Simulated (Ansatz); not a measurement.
**YSi3Ni: elastic constants**

The task, for YSi3Ni: tighten the relaxation for response calculations and compute the elastic constants.

Method: DFT PBEsol, scalar-relativistic, plane waves, PAW, in Ansatz 0.2.0.

1 further run of the same task is left out (set aside as unsound or not needed).

**1. The structure to begin with**

The structure is orthorhombic, space group Cmmm (No. 65). The conventional cell has a = 3.904 Å, b = 20.864 Å, c = 3.914 Å, α = 90.00°, β = 90.00°, γ = 90.00°. Y (site symmetry m2m) is surrounded by 10 Si at 2.94 to 3.07 Å and 4 Ni at 3.02 Å. Si (site symmetry m2m) has 2 Ni at 2.25 Å and 5 Si at 2.35 to 2.76 Å and 2 Y at 3.06 Å in its first shell of neighbours. Around Si (site symmetry m2m) lie 1 Ni at 2.24 Å and 2 Si at 2.37 Å and 6 Y at 2.94 to 3.07 Å. Si (site symmetry m2m) is surrounded by 2 Ni at 2.26 Å and 5 Si at 2.35 to 2.76 Å and 2 Y at 3.06 Å. Ni (site symmetry m2m) has 5 Si at 2.24 to 2.26 Å in its first shell of neighbours.

Structure file:

```
Y Si Ni
1.0
     1.95183  -10.43219    0.00000
     1.95183   10.43219    0.00000
     0.00000    0.00000    3.91450
Y Si Ni
2 6 2
Cartesian
  1.9518 -3.5267 1.9572
  1.9518 3.5267 1.9572
  1.9518 -1.1754 0.0000
  1.9518 1.1754 0.0000
  1.9518 -5.8897 0.0000
  1.9518 5.8897 0.0000
  1.9518 9.2576 1.9572
  1.9518 -9.2576 1.9572
  1.9518 -8.1309 0.0000
  1.9518 8.1309 0.0000
```

It goes back to an entry of the Materials Project, which need not be the stable form.

It is the result of an earlier relaxation at this level (volume 15.94 Å³/atom; gap on the mesh: none (metal)).

**2. Tight relaxation for the response runs, with the smearing for a metal**

Response functions are second derivatives at a minimum, so forces and stress are first brought close to zero on the mesh and occupations that the response runs use.

Input file input.yaml:

```yaml
crystal:
  lattice:
    - [1.9518348365, -10.4321909943, 0.0]
    - [1.9518348365, 10.4321909943, 0.0]
    - [0.0, 0.0, 3.9144958487]
  atoms:
    - { symbol: "Y", position: [0.669031269, 0.330968731, 0.5] }
    - { symbol: "Y", position: [0.330968731, 0.669031269, 0.5] }
    - { symbol: Si, position: [0.5563341397, 0.4436658603, 0.0] }
    - { symbol: Si, position: [0.4436658603, 0.5563341397, 0.0] }
    - { symbol: Si, position: [0.7822867936, 0.2177132064, 0.0] }
    - { symbol: Si, position: [0.2177132064, 0.7822867936, 0.0] }
    - { symbol: Si, position: [0.0562941431, 0.9437058569, 0.5] }
    - { symbol: Si, position: [0.9437058569, 0.0562941431, 0.5] }
    - { symbol: Ni, position: [0.8897036964, 0.1102963036, 0.0] }
    - { symbol: Ni, position: [0.1102963036, 0.8897036964, 0.0] }
basis:
  ecutwfc: 420
kpoints:
  mp_grid: { grid: [10, 10, 10] }
hamiltonian:
  xc: pbesol
scf:
  occupations: { method: fermi_dirac, width: 0.15 }
output:
  forces: true
  stress: true
  eigenvalues: true
  write_density: true
  write_potential: true
  elf: true
  volumetric_format: npy
relax:
  adjacent_minimum: "off"
  f_tol: 0.001
  max_steps: 60
  cell: { stress_tol: 0.01 }
```

Started as:

```console
> ansatz run input.yaml --threads 4 --pin off --max-ram 10240MiB --backend cpu --events-out ev --progress --plain --runs-dir out
```

Standard output:

```text
Warning: RAYON_NUM_THREADS=4 ignored (pool sized by the plan → 4); use --threads N
basis.fft_grid_basis auto: the FFT boxes are laid along the combinations [[1, 1, 0], [0, 1, 0], [0, 0, 1]] of the cell's own vectors, 3.904, 10.613 and 3.914 Å long. The dense box has 27×72×27 points. Along the cell's own vectors, as sized, it would have 72×72×27, 2.67 times as many. Of the 8 symmetry operations that the crystal satisfies within crystal.symmetry.tolerance (time reversal apart; of a slab, those that keep its plane) the dense box along the cell's own vectors carries 8, and the one as laid loses 4 of those. basis.fft_grid_basis: typed keeps the cell's own vectors: state it where this run's energies or levels are differenced outside the engine with another run's, or held beside a run that keeps those vectors. Those combinations have planes normal to reciprocal vector 3, as the cell's own vectors have. Each planar average written beside output.write_density, output.write_potential has a row for each plane of the box: 27. The volumetric files lie along those combinations, not along the cell's own vectors: a cube or XSF file states them, and fields.json those of NumPy files.
band count auto-derived: 53 (N_el = 82.0; filled up to band 41; 51 by the electrons, moments and atoms)
Engine: ansatz 0.2.0, x86_64-unknown-linux-gnu
Pseudopotentials: kind: paw
Pseudopotential: Y, paw, valence charge 11, recommended cutoff 420 eV (normal), Y.paw.azcp
Pseudopotential: Si, paw, valence charge 4, recommended cutoff 420 eV (normal), Si.paw.azcp
Pseudopotential: Ni, paw, valence charge 18, recommended cutoff 420 eV (normal), Ni.paw.azcp
Functional definition: PBEsol
  exchange = pbesol_x
  correlation = pbesol_c
Crystal: 10 atoms, lattice volume = 159.413 Å³
Basis set: ecut = 420 eV, 3129 PW (Γ), FFT grids on a1+a2, a2, a3, exchange–correlation on 54×144×54 points (8 copies of the dense FFT grid, shifted against one another)
Bands: 53, of which v1, the nominal top of the filled ones, is band 41 counted from 1 (40 counted from 0)
Symmetry: 8 space group operations
Space group: Cmmm (ITA 65), of the structure as read, at distance tolerance 5.4e-5 Å
k-points: 186 of 1000
Non-local potential: Y, projectors of the file, l = 0: 3, l = 1: 2, l = 2: 2, l = 3: 1
Non-local potential: Si, projectors of the file, l = 0: 2, l = 1: 2, l = 2: 2
Non-local potential: Ni, projectors of the file, l = 0: 3, l = 1: 2, l = 2: 3, l = 3: 1
PAW form: soft (Blöchl's): semilocal exchange-correlation on the pseudo side does not see the compensation charge
PAW frozen core: Y, regenerated for the run's functional, and the local potential with it (the file was generated under x = pbe(κ = 0.804, μ = 0.2195149727645171), c = pbe(β = 0.06672455060314922))
PAW frozen core: Si, regenerated for the run's functional, and the local potential with it (the file was generated under x = pbe(κ = 0.804, μ = 0.2195149727645171), c = pbe(β = 0.06672455060314922))
PAW frozen core: Ni, regenerated for the run's functional, and the local potential with it (the file was generated under x = pbe(κ = 0.804, μ = 0.2195149727645171), c = pbe(β = 0.06672455060314922))
PAW one-centre angular grid: Y, 590 points (default); XC on 64 Gauss nodes
PAW one-centre angular grid: Si, 110 points (default); XC on 64 Gauss nodes
PAW one-centre angular grid: Ni, 590 points (default); XC on 64 Gauss nodes
Initial density: superposition of atomic densities (neutral atoms: chi_scale 0, normalization atom), corrected by the library's trained network
Initial wavefunctions: pseudopotential atomic-orbital guess
Functional: x = pbesol(κ = 0.804, μ = 0.12345679012345678), c = pbesol(β = 0.046)
SCF iter   1: F=—  HF=-22936.978236 eV  |F-HF|=—  |Δ(HF+E_count)|=         —  Δρ=5.61e-3  dr2=3.89e-2  ethr=1.77e-3  ⟨swp⟩=7.0  Hψ=41583  notcnv=0  defer=25
preconditioner: auto → Kerker (q_TF=auto, 2.442 Å⁻¹)  [metal: Δε(μ)=0.002 eV  Ē_g=10.471 eV  σ=0.150 eV  W_gap=0.00  n_scr=42 (ndim 8)  ℏωp=23.2 eV  f_vac=0.000  D(μ)=2.38/eV (n_scr^D=10)]
SCF iter   2: F=—  HF=-22936.971454 eV  |F-HF|=—  |Δ(HF+E_count)|=   6.78e-3  Δρ=2.33e-3  dr2=1.36e-2  ethr=4.74e-5  ⟨swp⟩=2.4  Hψ=18069  notcnv=0  defer=6
SCF iter   3: F=—  HF=-22936.968712 eV  |F-HF|=—  |Δ(HF+E_count)|=   2.74e-3  Δρ=6.56e-4  dr2=2.12e-3  ethr=1.66e-5  ⟨swp⟩=2.3  Hψ=13870  notcnv=0  defer=6
SCF iter   4: F=—  HF=-22936.968330 eV  |F-HF|=—  |Δ(HF+E_count)|=   3.82e-4  Δρ=2.17e-4  dr2=1.24e-4  ethr=2.59e-6  ⟨swp⟩=2.0  Hψ=13517  notcnv=0  defer=6
SCF iter   5: F=—  HF=-22936.968314 eV  |F-HF|=—  |Δ(HF+E_count)|=   1.58e-5  Δρ=1.04e-4  dr2=2.86e-5  ethr=1.51e-7  ⟨swp⟩=2.0  Hψ=14085  notcnv=0  defer=6
SCF iter   6: F=—  HF=-22936.968349 eV  |F-HF|=—  |Δ(HF+E_count)|=   3.44e-5  Δρ=5.05e-5  dr2=5.33e-6  ethr=3.49e-8  ⟨swp⟩=2.4  Hψ=13385  notcnv=0  defer=6
SCF iter   7: F=—  HF=-22936.968348 eV  |F-HF|=—  |Δ(HF+E_count)|=   5.46e-7  Δρ=2.10e-5  dr2=7.37e-7  ethr=6.51e-9  ⟨swp⟩=1.0  Hψ=9851  notcnv=0  defer=6
SCF iter   8: F=-22936.968348 eV  HF=-22936.968348 eV  |F-HF|=1.85e-8  |Δ(HF+E_count)|=   9.70e-8  Δρ=3.60e-6  dr2=2.50e-8  ethr=1.22e-10  ⟨swp⟩=8.6  Hψ=68065  notcnv=0
SCF 1 converged in 8 iterations: F = -22936.968348 eV  dr2 = 2.50e-8
relax step   1: F+E_penalty+E_count = -22936.96834809 eV  Δ(F+E_penalty+E_count) = +0.000e0 eV  max|allowed force component| = 2.039e-2 eV/Å  Δτ_max = 0.0000 Å  P = +0.064 GPa  Ω = 159.413 Å³  (8 SCF iters, dr2 threshold 1.00e-7 eV, accepted)
[... 12 lines left out ...]
relax step   2: F+E_penalty+E_count = -22936.96838343 eV  Δ(F+E_penalty+E_count) = -3.534e-5 eV  max|allowed force component| = 8.539e-3 eV/Å  Δτ_max = 0.0015 Å  P = -0.010 GPa  Ω = 159.529 Å³  energy of the carried Pulay correction = -2.426e-5 eV  (6 SCF iters, dr2 threshold 5.64e-8 eV, accepted)
[... 10 lines left out ...]
relax step   3: F+E_penalty+E_count = -22936.96839989 eV  Δ(F+E_penalty+E_count) = -1.646e-5 eV  max|allowed force component| = 4.071e-3 eV/Å  Δτ_max = 0.0012 Å  P = -0.002 GPa  Ω = 159.513 Å³  energy of the carried Pulay correction = -2.081e-5 eV  (6 SCF iters, dr2 threshold 4.56e-9 eV, accepted)
[... 10 lines left out ...]
relax step   4: F+E_penalty+E_count = -22936.96840194 eV  Δ(F+E_penalty+E_count) = -2.047e-6 eV  max|allowed force component| = 1.668e-3 eV/Å  Δτ_max = 0.0004 Å  P = -0.006 GPa  Ω = 159.512 Å³  energy of the carried Pulay correction = -2.057e-5 eV  (6 SCF iters, dr2 threshold 1.04e-9 eV, accepted)
[... 10 lines left out ...]
relax step   5: F+E_penalty+E_count = -22936.96840365 eV  Δ(F+E_penalty+E_count) = -1.715e-6 eV  max|allowed force component| = 5.100e-4 eV/Å  Δτ_max = 0.0001 Å  P = +0.001 GPa  Ω = 159.506 Å³  energy of the carried Pulay correction = -1.939e-5 eV  (6 SCF iters, dr2 threshold 3.07e-10 eV, accepted)
[... 18 lines left out ...]
relax step   6: F+E_penalty+E_count = -22936.96842480 eV  Δ(F+E_penalty+E_count) = -2.114e-5 eV  max|allowed force component| = 5.118e-4 eV/Å  Δτ_max = 0.0000 Å  P = +0.001 GPa  Ω = 159.506 Å³  stress off target by 3.04e-3 GPa  SCF on the basis re-selected at this cell (its energy is not comparable with the rows above)  (10 SCF iters)
basis re-selected at this cell: Δ(F+E_penalty+E_count) = -2.114e-5 eV, ΔP = +0.000 GPa vs the last step (what re-selecting the basis moved, of the pressure what is left beyond the Pulay correction that the steps carried, after the strain that the cell walked since its last selection, with what the two solves' SCF thresholds leave and, on support functions, any second-order correction that the steps lacked; it is no measure of the basis error at this ecutwfc). This SCF's stress stands 3.04e-3 GPa from its target on what of the cell is left free (relax.cell.stress_tol is 1.00e-2 GPa) and its largest allowed force component is 5.12e-4 eV/Å (relax.f_tol is 1.00e-3 eV/Å): within both
SCF converged after 10 iterations
Free energy (F): -22936.968425 eV
Harris-Foulkes:  -22936.968425 eV  (|F-HF|=0.00e0)
Internal energy: -22936.788267 eV  (E = F + TS)
E sigma→0 (E₀):  -22936.878346 eV
Entropy (-TS):   -0.180158 eV (-18.016 meV/atom)
Fermi energy:    11.874273 eV
--- Per-component energies (eV) ---
  E_band       = -848.007740
  E_kinetic    = 1439.072822
  E_local      = -11948.034126  (includes V_loc(G=0)·N_el)
  E_nonlocal   = 1521.803953
  E_hartree    = 5108.656895
  E_xc         = -853.464559
  E_vxc        = -913.261882  (∫ρ·V_xc dr)
  E_paw        = -11726.537501  (= ΣΔE_a)
  E_vpaw       = -1164.903304  (= ΣTr[D̂ρ^β])
  E_aug_tail   = 0.001006  (compensation charges beyond the density's cutoff)
  E_ewald      = -6479.168244
  E_core_change = 0.881487  (= ΣΔE_core)
  E_smearing   = -0.180158  (= −TS)
  E_closure    = 0.000000  (closes the sum)
  Σ components = -22936.968425   (vs F -22936.968425, Δ=0.00e0)
--- Forces (eV/Å), atoms counted from 1 ---
  atom   1  Y      0.00000000    -0.00003027     0.00000000
  atom   2  Y      0.00000000     0.00003027    -0.00000000
  atom   3  Si     0.00000000     0.00002655     0.00000000
  atom   4  Si     0.00000000    -0.00002655    -0.00000000
  atom   5  Si     0.00000000     0.00051178     0.00000000
  atom   6  Si     0.00000000    -0.00051178    -0.00000000
  atom   7  Si     0.00000000    -0.00003090     0.00000000
  atom   8  Si     0.00000000     0.00003090    -0.00000000
  atom   9  Ni     0.00000000    -0.00023226    -0.00000000
  atom  10  Ni     0.00000000     0.00023226     0.00000000
  max |Σ_I F_I| component: 2.71e-20 eV/Å
--- Stress (GPa, compression-positive) ---
       -0.000414       0.000000      -0.000000
        0.000000       0.003040      -0.000000
       -0.000000      -0.000000       0.000525
  P = ⅓ Tr σ = 0.0011 GPa (0.011 kbar)
--- Band table (eV; the first three rows and the last of 186) ---
  k-point 0: bands = ["-91.6207", "-91.6207", "-52.1877", "-52.1877", "-52.1785", "-52.1785", "-52.1455", "-52.1455", "-29.9818", "-29.9729", "-10.2318", "-10.0953", "-10.0667", "-10.0453", "-10.0247", "-9.9943", "-0.3733", "1.2425", "1.6984", "5.2945", "6.0928", "6.2455", "6.9213", "7.5100", "7.5536", "8.1455", "8.2450", "8.3822", "8.8297", "8.8927", "9.1744", "9.1817", "9.2767", "9.9735", "10.2348", "10.3807", "10.8831", "10.9334", "10.9788", "11.1137", "11.6865", "12.8780", "13.2611", "13.7000", "14.4740", "14.5602", "14.6707", "14.6776", "14.7531", "14.8111", "14.8960", "15.4608", "15.7133"]
[... 3 lines left out ...]
--- Relaxed structure (5 steps of the walk, 5 accepted, 1 SCFs on fresh bases) ---
  F+E_penalty+E_count = -22936.96842480 eV   max|allowed force component| = 5.118e-4 eV/Å   (the final SCF, on the basis selected at the relaxed cell)
  cell:  # Å, volume = 159.5059 Å³
    - [1.952139165537456, -10.430083966939147, 0.0]
    - [1.952139165537456, 10.430083966939147, 0.0]
    - [0.0, 0.0, 3.9169517253768276]
  atoms:
    - { symbol: Y, position: [0.6689971893206381, 0.3310028106793619, 0.5] }
    - { symbol: Y, position: [0.3310028106793619, 0.6689971893206381, 0.5] }
    - { symbol: Si, position: [0.5562965960411927, 0.44370340395880725, 0.0] }
    - { symbol: Si, position: [0.44370340395880725, 0.5562965960411927, 0.0] }
    - { symbol: Si, position: [0.7822933896668363, 0.21770661033316369, 0.0] }
    - { symbol: Si, position: [0.21770661033316369, 0.7822933896668363, 0.0] }
    - { symbol: Si, position: [0.05628461913034161, 0.9437153808696583, 0.5] }
    - { symbol: Si, position: [0.9437153808696583, 0.05628461913034161, 0.5] }
    - { symbol: Ni, position: [0.8897174924046647, 0.11028250759533526, 0.0] }
    - { symbol: Ni, position: [0.11028250759533526, 0.8897174924046647, 0.0] }
```

Run time: 6 min. Hardware: 4 threads of Intel Xeon at 2.50GHz (Skylake/Cascade Lake), shared host; peak memory 1.4 GiB.

The steps of the relaxation:

| step | energy from step 1 (eV/cell) | largest force component (eV/Å) | pressure (GPa) | volume (Å³) |
| --- | --- | --- | --- | --- |
| 1 | 0.0000 | 0.0204 | 0.06 | 159.41 |
| 2 | 0.0000 | 0.0085 | -0.01 | 159.53 |
| 3 | -0.0001 | 0.0041 | 0.00 | 159.51 |
| 4 | -0.0001 | 0.0017 | -0.01 | 159.51 |
| 5 | -0.0001 | 0.0005 | 0.00 | 159.51 |
| 6 | -0.0001 | 0.0005 | 0.00 | 159.51 |

Step 1 is the start. Step 6 repeats the geometry before it on a plane-wave basis chosen anew for that cell, so its energy need not be comparable with the rows above.

Lengths and angles in the start's conventional setting:

|  | before | after | change |
| --- | --- | --- | --- |
| a (Å) | 3.904 | 3.904 | 0.0 % |
| b (Å) | 20.864 | 20.860 | 0.0 % |
| c (Å) | 3.914 | 3.917 | +0.1 % |
| volume (Å³/atom) | 15.94 | 15.95 | +0.1 % |
| shortest distance (Å) | 2.241 | 2.241 | 0.0 % |
| space group (0.01 Å) | Cmmm | Cmmm | same |

Forces and stress were held to the start's 8 operations: a distortion of lower symmetry was not tested.

Axes a, b and c in the maps are those of this run's conventional cell (a, b, c = 3.904, 20.860, 3.917 Å).

Density in a lattice plane of the grid's cell (edges 20.86 and 3.92 Å, at 0.000 of the third edge), which holds Y and Si and Ni.

Ten even steps from '0' (0.05 e/Å³) to '9' (27.39 e/Å³):
```
000000000000000000000000
000000000000000000000000
000000001000000010000000
000000000000000000000000
000000000000000000000000
002900000000000000000920
```
Columns run along the first of these edges and rows up along the second, over one cell in 24 and 6 even steps from the bottom left corner. Atoms in the plane (fractional): Y at (0.33, 0.50), Y at (0.67, 0.50), Si at (0.44, 0.00), Si at (0.56, 0.00), Si at (0.22, 0.00), Si at (0.78, 0.00), Si at (0.94, 0.50), Si at (0.06, 0.50), Ni at (0.11, 0.00), Ni at (0.89, 0.00).

ELF in the same plane.

Ten even steps from ' ' (0.03) to '@' (0.95):
```
  ==::::******..  ::**==%%==**::  ..******::::==
##==##--==##++--%%::----..----::%%--++##==--##==
@@----==..--..##--**....  ....**--##..--..==----
##==##--==##++--%%::----..----::%%--++##==--##==
  ==::::******..  ::**==%%==**::  ..******::::==
  ::--++++--==--..==----@@----==..--==--++++--::
```
Columns run along the first of these edges and rows up along the second, over one cell in 24 and 6 even steps from the bottom left corner. Atoms in the plane (fractional): Y at (0.33, 0.50), Y at (0.67, 0.50), Si at (0.44, 0.00), Si at (0.56, 0.00), Si at (0.22, 0.00), Si at (0.78, 0.00), Si at (0.94, 0.50), Si at (0.06, 0.50), Ni at (0.11, 0.00), Ni at (0.89, 0.00).

Both are smooth fields of the valence electrons: close to the nuclei they are not physical.

Outside the cores ELF peaks at 0.95 on the Si–Si line, 1.2 Å from Si; 0.79 beside Si, off the lines to its neighbours, 1.0 Å from Si; 0.75 on the Si–Ni line, 0.9 Å from Si.

(Part 1 of 2 ends here.)
